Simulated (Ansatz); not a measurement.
**CdAu: squeezing one contact**

The task here is to estimate one member of a computed series from the others.

Program: Ansatz 0.2.0. Level of theory: DFT PBEsol, with the methods named in each step. These are calculated values, not measurements.

1 further run of the same task is left out (it didn't finish). Runs told in other sessions of the task aren't counted.

### Starting point

The structure is cubic, space group Pm-3m (No. 221). Conventional cell: a = 3.320 Å, b = 3.320 Å, c = 3.320 Å, α = 90.00°, β = 90.00°, γ = 90.00°. Cd (site symmetry m-3m) has 8 Au at 2.88 Å in its first shell of neighbours. Around Au (site symmetry m-3m) lie 8 Cd at 2.88 Å.

Coordinates:

```
CELL_PARAMETERS angstrom
3.32000 0.00000 0.00000
0.00000 3.32000 0.00000
0.00000 0.00000 3.32000
ATOMIC_POSITIONS crystal
Cd 0.50000 0.50000 0.50000
Au 0.00000 0.00000 0.00000
```

Atoms are numbered in the order of the input: Cd1, Au2.

Set-up of the first run:

The input, input.yaml:

```yaml
crystal:
  lattice:
    - [3.32, 0.0, 0.0]
    - [0.0, 3.32, 0.0]
    - [0.0, 0.0, 3.32]
  atoms:
    - { symbol: Cd, position: [0.5, 0.5, 0.5] }
    - { symbol: Au, position: [0.0, 0.0, 0.0] }
kpoints:
  mp_grid: { grid: [9, 9, 9] }
scf:
  occupations: { method: fermi_dirac, width: 0.05 }
hamiltonian:
  xc: pbesol
  pseudopotentials: { kind: paw }
output:
  forces: true
  stress: true
  eigenvalues: true
  populations: true
```

Started as:

```console
> ansatz run input.yaml --threads 1 --pin off --max-ram 2048MiB --backend cpu --events-out ev --progress --plain --runs-dir out
```

Among the steps run: Shortest bond scaled by 1, PAW; Shortest bond scaled by 1.1, PAW; Shortest bond scaled by 0.82, PAW; Shortest bond scaled by 0.76, PAW; Shortest bond scaled by 0.64, PAW; Shortest bond scaled by 0.64, PAW (source ansatz).

One of the session's tables, all rows but one given; the rest of the session is left out.

```
             method  length (Å)  F from the given length (eV/cell)  force along the bond (eV/Å)  pressure (GPa)  largest force (eV/Å)
                PAW       1.840                              9.174                       39.285          111.73                39.285
                PAW       2.185                              1.937                        9.304           31.69                 9.304
                PAW       2.358                              0.808                        4.372           15.16                 4.372
                PAW       2.875                                  ?                            ?               ?                     ?
                PAW       3.163                              0.187                       -1.474            4.02                 1.474
PAW (source ansatz)       1.840                                  –                       39.600          112.62                39.600
```

Q: Estimate the row for PAW, 2.875 from the others.

As computed: F from the given length (eV/cell): 0.000; force along the bond (eV/Å): 0.000; pressure (GPa): -0.04; largest force (eV/Å): 0.000.
